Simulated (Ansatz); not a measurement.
# CdH3NO: rigid scan of one bond length from a Python script

How does the energy of CdH3NO change as one bond is stretched? The task is a rigid scan of one bond length, for CdH3NO.

All numbers are computed with the Python package of Ansatz 0.2.0. Level of theory: MP2/def2-SVP.

## (1) The structure

Bond lengths: N1–Cd2 2.048 Å, Cd2–O3 1.622 Å, N1–H4 1.102 Å, N1–H5 1.026 Å, O3–H6 0.990 Å. Angles: N1–Cd2–O3 129.7°, Cd2–N1–H4 85.6°, Cd2–N1–H5 78.2°, H4–N1–H5 108.2°, Cd2–O3–H6 102.1°.

The script reads cdh3no.xyz:

```xyz
6

N    -1.03570    0.15900   -1.09480
Cd    0.47900   -0.91300   -0.22890
O     1.43990   -0.52470    1.01830
H    -0.37150    1.03060   -0.97910
H    -1.43440   -0.06400   -0.17630
H     0.96460    0.24810    1.41470
```

## (2) The script

The input, scan.py:

```python
# -*- coding: utf-8 -*-
import ansatz as az
import numpy as np

BASIS_SET = "def2-SVP"
LEVEL = "mp2"

molecule = az.Crystal.molecule_from_extxyz("cdh3no.xyz")

symbols = [site.symbol for site in molecule.cartesian_sites]
start = np.array([site.position_ang for site in molecule.cartesian_sites])
axis = (start[3] - start[0]) / np.linalg.norm(start[3] - start[0])
moving = [3]
lengths, energies = [0.97, 1.014, 1.058, 1.102, 1.146, 1.19, 1.234, 1.3], []
for length in lengths:
    xyz = start.copy()
    xyz[moving] += (length - np.linalg.norm(start[3] - start[0])) * axis
    point = az.Crystal.molecule()
    for symbol, place in zip(symbols, xyz):
        point = point.atom(symbol, place.tolist())
    calculation = (
        point.calculation()
        .basis(gaussian=BASIS_SET)
        .correlation(LEVEL)
    )
    data = calculation.run().report
    energies.append(data["free_energy_ev"])
    print(f"r = {length:6.3f} A  E = {energies[-1]:.5f} eV  <S^2> = {abs(data['mean_field']['state']['spin_squared']):.3f}")

fit = np.polynomial.Polynomial.fit(lengths, np.array(energies) - min(energies), 4).convert()
roots = [r.real for r in fit.deriv().roots() if abs(r.imag) < 1e-9 and fit.deriv(2)(r.real) > 0]
r_e = min(roots, key=lambda r: abs(r - lengths[int(np.argmin(energies))]))
print(f"minimum of the fit at {r_e:.4f} A, force constant {fit.deriv(2)(r_e):.2f} eV/A^2")
```

## (3) What the engine is handed

The package turns the script's settings into the engine's input (first run):

```yaml
crystal:
  periodic: [false, false, false]
  atoms:
    - { symbol: "N", position_ang: [-1.0357, 0.159, -1.0948] }
    - { symbol: Cd, position_ang: [0.479, -0.913, -0.2289] }
    - { symbol: O, position_ang: [1.4399, -0.5247, 1.0183] }
    - { symbol: H, position_ang: [-0.45101858761149194, 0.9262513083978073, -0.9929517021780331] }
    - { symbol: H, position_ang: [-1.4344, -0.064, -0.1763] }
    - { symbol: H, position_ang: [0.9646, 0.2481, 1.4147] }
basis:
  gaussian:
    orbitals: def2-SVP
correlation:
  method: mp2
```

## (4) Running it

On the command line:

```console
$ python scan.py
```

Without the output at hand: what should come out? Wanted: range of energy; lowest point, distance.

The runs gave:

```
                        quantity     value
bond length at the fit's minimum  1.0273 Å
                   runs compared         8
                 range of energy  0.929 eV
      lowest point, distance (Å)      1.01
```

The lowest point, at 1.01, lies inside the range. The ends stand 0.0746 and 0.929 eV above it. The distance scanned is the script's pair 0, 3. Caveats:
- The rest of the molecule is held rigid at a force-field or estimated start geometry, and the basis set is modest; single-reference methods fail as a bond breaks.
- def2 sets replace the cores of elements past krypton by effective core potentials.
- The orbitals are restricted, so S² is zero by construction.
